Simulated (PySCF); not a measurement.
# C5H8BrN (5-bromovaleronitrile): the cost of one run

Programs: PySCF 2.14.0, with routines of our own; each step states its level. All values are computed. Atoms count from 0.

### Step 1. The system as given

15 atoms, charge 0, multiplicity 1; geometry from: GFN2-xTB.

### Step 2. Optimising the geometry at PBE0-D3(BJ)/def2-SVP

What the job is given:

```
{"job": {"xc": "PBE0", "basis": "def2-SVP", "d3": "d3bj", "grid": 2, "kind": "geom"}, "charge": 0, "multiplicity": 1}
N      2.579640     1.522494     1.393366
C      2.184656     0.560505     0.918907
C      1.662318    -0.634566     0.306367
C      0.400408    -0.329252    -0.509936
C     -0.731752     0.180723     0.379098
C     -1.994235     0.483218    -0.404983
Br    -2.756058    -1.136990    -1.198560
H      2.437382    -1.055472    -0.339734
H      1.437722    -1.359639     1.094266
H      0.086033    -1.244113    -1.017205
H      0.633322     0.419086    -1.272183
H     -0.952259    -0.558294     1.154310
H     -0.416884     1.103838     0.875173
H     -1.801953     1.163022    -1.234141
H     -2.772753     0.893429     0.236205
```

On the command line:

```console
$ OMP_NUM_THREADS=1 python excited_run.py task.json out
```

One launch serves the whole session: the jobs run in the order shown.

**Question.** How long does this first job take on 1 thread of Arm Neoverse V1, shared host, and how much memory does it need?

About 49 s, with a peak of 0.75 GiB.
